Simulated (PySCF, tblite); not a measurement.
**C3H5N3S: geometry, infrared bands and NMR shifts**

What infrared bands and NMR shifts should C3H5N3S (`CSc1cn[nH]n1`) show?

Programs: tblite 0.8.0 and PySCF 2.14.0, with density-fitted response routines of our own. Each step states its level of theory. These are calculated values for one molecule in the gas phase, unless marked as measured. Atoms are numbered from 0 throughout.

**1. Starting geometry**

12 atoms, charge 0, multiplicity 1; geometry from: force field or distance geometry start.

Bonds of the start (Å): C0–S1 1.79, S1–C2 1.75, C2–C3 1.39, C3–N4 1.33, N4–N5 1.35, N5–N6 1.34, N6–C2 1.34, C0–H7 1.10, C0–H8 1.10, C0–H9 1.09, C3–H10 1.09, N5–H11 1.01.

**2. Optimising the geometry with GFN2-xTB**

The job: settings as JSON, then the geometry in Å.

```
{"job": {"kind": "relax", "xc": "GFN2-xTB", "basis": "xTB"}, "charge": 0, "multiplicity": 1}
C     -2.181700     0.713000    -0.013100
S     -1.328500    -0.129100     1.314600
C      0.287400    -0.281300     0.667700
C      1.379700    -0.865200     1.290000
N      2.451200    -0.808300     0.507400
N      1.933400    -0.176600    -0.573700
N      0.640200     0.174100    -0.544500
H     -1.734300     1.698000    -0.204000
H     -3.227200     0.868500     0.281800
H     -2.182600     0.115100    -0.922300
H      1.450100    -1.338200     2.270500
H      2.513600     0.029400    -1.379700
```

Started as:

```
$ OMP_NUM_THREADS=1 python probes_run.py task.json out
```

One launch serves the whole session: the jobs run in the order shown.

**Question.** This job is followed by: GFN2-xTB harmonic vibrations, gas phase; GIAO PBE0/pcSseg-1 NMR shielding, non-relativistic, gas phase. What will the session give for the following? strongest single infrared mode (GFN2-xTB); zero-point energy (GFN2-xTB); ¹³C shifts against TMS (PBE0/pcSseg-1); ¹H shifts against TMS (PBE0/pcSseg-1, means over atoms taken as alike); ³³S shifts against CS2 (PBE0/pcSseg-1); ¹⁵N shifts against NH3 (PBE0/pcSseg-1).

As calculated:

| quantity | value |
| --- | --- |
| strongest single infrared mode (GFN2-xTB) | 1134 cm⁻¹, 95 km/mol |
| zero-point energy (GFN2-xTB) | 53.7 kcal/mol |
| ¹³C shifts against TMS (PBE0/pcSseg-1) | 152.7, 134.6, 19.2 ppm |
| ¹H shifts against TMS (PBE0/pcSseg-1, means over atoms taken as alike) | 10.69, 7.51, 2.60 ppm |
| ³³S shifts against CS2 (PBE0/pcSseg-1) | -35 ppm |
| ¹⁵N shifts against NH3 (PBE0/pcSseg-1) | 367.1, 343.1, 258.5 ppm |

**Reading.** The optimisation took 28 steps and gained 0.178 eV; among the close pairs (by a distance rule), N4–N5 changed most, from 1.355 to 1.312 Å. No mode is imaginary among the 30: a minimum at this level. The strongest single mode, at 1134 cm⁻¹, is carried by N5, N6, N4. Unscaled tight-binding wavenumbers are off by several per cent, some by more. Its intensities can rank the bands wrongly. At PBE0/pcSseg-1: Shielding is most anisotropic at N4 (span 525 ppm, paramagnetic term -425 ppm). NICS(1)zz of -32 ppm above the planar ring from C2 marks a diatropic (aromatic) ring current.
